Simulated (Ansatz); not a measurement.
# WSe2: the cost of one run

Method: DFT LDA+U (U_eff = 7 eV on W d), plane waves, PAW, no spin–orbit coupling unless a run says so, in Ansatz 0.2.0.

3 further runs of the same task are left out: 3 that didn't finish.

## 1. Starting point

It takes space group P6_3/mmc (No. 194, hexagonal). Conventional cell: a = 3.290 Å, b = 3.290 Å, c = 12.970 Å, α = 90.00°, β = 90.00°, γ = 120.00°. W (site symmetry -6m2) is surrounded by 6 Se at 2.53 Å. Se (site symmetry 3m) has 3 W at 2.53 Å as nearest neighbours.

Structure file:

```
CELL_PARAMETERS angstrom
3.29000 0.00000 0.00000
-1.64500 2.84922 0.00000
0.00000 0.00000 12.97000
ATOMIC_POSITIONS crystal
W 0.33333 0.66667 0.25000
W 0.66667 0.33333 0.75000
Se 0.33333 0.66667 0.62100
Se 0.66667 0.33333 0.12100
Se 0.33333 0.66667 0.87900
Se 0.66667 0.33333 0.37900
```

An earlier series on this cell reached its lowest free state from «antiferromagnetic start, free», perhaps among other starts.

## 2. Total moment held at first, then free, 2.00 μB per cell

Input file input.yaml:

```yaml
crystal:
  lattice:
    - [3.28999882, 0.0, 0.0]
    - [-1.64499941, 2.84922255, 0.0]
    - [0.0, 0.0, 12.97000144]
  atoms:
    - { symbol: W, position: [0.3333333333, 0.6666666667, 0.25], spin: 1.0 }
    - { symbol: W, position: [0.6666666667, 0.3333333333, 0.75], spin: 1.0 }
    - { symbol: Se, position: [0.3333333333, 0.6666666667, 0.621] }
    - { symbol: Se, position: [0.6666666667, 0.3333333333, 0.121] }
    - { symbol: Se, position: [0.3333333333, 0.6666666667, 0.879] }
    - { symbol: Se, position: [0.6666666667, 0.3333333333, 0.379] }
basis:
  ecutwfc: 420
  ecutrho_ratio: 4
kpoints:
  mp_grid: { grid: [7, 7, 2] }
hamiltonian:
  xc: lda
  hubbard:
    sites: [{ site: 0, l: d, u_eff: 7.0 }, { site: 1, l: d, u_eff: 7.0 }]
scf:
  occupations: { method: gaussian, width: 0.05 }
  lower_state_search: "off"
  max_iter: 150
output:
  forces: true
  stress: true
  eigenvalues: true
  populations: true
  hubbard: { sites: [{ site: 0, l: d }, { site: 1, l: d }] }
magnetization:
  spin_polarized: true
  initial_magnetization: 2.0
  spin_locking: { lock_magnetization: soft, n_iters: 12 }
```

The lock is temporary (n_iters 12) and is released on the way.

The run is started by

```
$ ansatz run input.yaml --threads 4 --pin off --max-ram 6144MiB --backend cpu --events-out ev --progress --plain --runs-dir out
```

Q: Estimate wall time and peak memory on 4 threads of Arm Neoverse V2, shared host.

About 10 s, with a peak of 0.63 GiB.
